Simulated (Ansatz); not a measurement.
Working through a single point in a Gaussian basis of CH5BSSi, SMILES B1[SiH2]CS1

Program: Ansatz's Python interface.

Run as a notebook:

**Cell 1**
```python
import json

import ansatz as az
```

**Cell 2**
```python
BASIS_SET = 'pcseg-2'
XC = 'r2scan'
```

**Cell 3**
```python
mol = (
    az.Crystal.molecule()
    .atom('B', [-0.7242, 0.245, -1.3493])
    .atom('Si', [0.6337, 0.6237, -0.0529])
    .atom('C', [-0.0172, -0.8338, 0.8177])
    .atom('S', [-1.1071, -1.3304, -0.4213])
    .atom('H', [-1.4899, 1.0725, -1.882])
    .atom('H', [0.4312, 1.8899, 0.6968])
    .atom('H', [2.0043, 0.4119, -0.613])
    .atom('H', [-0.4509, -0.5397, 1.7727])
    .atom('H', [0.8086, -1.5855, 1.0142])
)
```

**Cell 4**
```python
base = mol.calculation().basis(gaussian=BASIS_SET).functional(XC)
print(base.to_yaml())
done = base.run()
r = done.report
```
Output:
```text
crystal:
  periodic: [false, false, false]
  atoms:
    - { symbol: B, position_ang: [-0.7242, 0.245, -1.3493] }
    - { symbol: Si, position_ang: [0.6337, 0.6237, -0.0529] }
    - { symbol: C, position_ang: [-0.0172, -0.8338, 0.8177] }
    - { symbol: S, position_ang: [-1.1071, -1.3304, -0.4213] }
    - { symbol: H, position_ang: [-1.4899, 1.0725, -1.882] }
    - { symbol: H, position_ang: [0.4312, 1.8899, 0.6968] }
    - { symbol: H, position_ang: [2.0043, 0.4119, -0.613] }
    - { symbol: H, position_ang: [-0.4509, -0.5397, 1.7727] }
    - { symbol: H, position_ang: [0.8086, -1.5855, 1.0142] }
basis:
  gaussian:
    orbitals: pcseg-2
hamiltonian:
  xc: r2scan
```

**Cell 5**
```python
r['mean_field']['state']['spin_squared']
```
Output:
```text
-8.171241461241152e-14
```

**Cell 6**
```python
sorted(key for key in r if key.endswith('_ev'))
```
Output:
```text
['free_energy_ev', 'reference_energy_ev']
```

**Cell 7**
```python
print('reference energy %16.6f eV' % r['reference_energy_ev'])
print('total energy     %16.6f eV' % r['free_energy_ev'])
print('occupied orbitals outside the frozen core (up, down):', r['n_occupied'], ' frozen:', r['n_frozen'], ' virtual:', r['n_virtual'])
with open('ch5bssi.json', 'w') as handle:
    json.dump({k: r[k] for k in ('free_energy_ev', 'reference_energy_ev', 'n_occupied', 'n_virtual')}, handle, indent=1)
```
Output:
```text
reference energy    -20505.538029 eV
total energy        -20505.538029 eV
occupied orbitals outside the frozen core (up, down): [23, 23]  frozen: 0  virtual: [175, 175]
```

File `ch5bssi.json` afterwards:
```json
{
 "free_energy_ev": -20505.538029231913,
 "reference_energy_ev": -20505.538029231913,
 "n_occupied": [
  23,
  23
 ],
 "n_virtual": [
  175,
  175
 ]
}
```

Total energies depend on the basis set; only differences at equal settings carry meaning. The geometry is a force-field or estimated start, not a minimum of this method, and the basis set is short of its limit. Wall time of the script: 13 s on 1 thread of Arm Neoverse V1 (shared host), peak memory 0.28 GiB.
